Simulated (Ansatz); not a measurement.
# Te2: the cost of one run

Method: the levels named in each step, in Ansatz 0.2.0.

## (1) The starting structure

Bond lengths: Te1–Te2 2.893 Å.

Coordinates:

```xyz
2

Te    0.0000    0.0000    0.0000
Te    0.0000    0.0000    2.8935
```

## (2) A rough first relaxation, PBE-D4/def2-SVPD

This run stands in another session on the same molecule. It ended at:

```xyz
2

Te    0.0000    0.0000    0.0082
Te    0.0000    0.0000    2.8853
```

## (3) Relaxation, HF/def2-SVPD

File input.yaml:

```yaml
crystal:
  periodic: [false, false, false]
  atoms:
    - { symbol: Te, position_ang: [0.0, 0.0, 0.00816884] }
    - { symbol: Te, position_ang: [0.0, 0.0, 2.88528116] }
total_charge: -2
basis:
  gaussian: { orbitals: def2-SVPD }
hamiltonian:
  xc: hf
relax:
  f_tol: 0.002
  max_steps: 150
```

On the command line:

```console
> ansatz run input.yaml --threads 1 --pin off --max-ram 2560MiB --backend cpu --events-out ev --progress --plain --runs-dir out
```

What time and memory should one allow on 1 thread of Intel Xeon at 2.70GHz, shared host?

About 10 s, with a peak of 0.16 GiB.
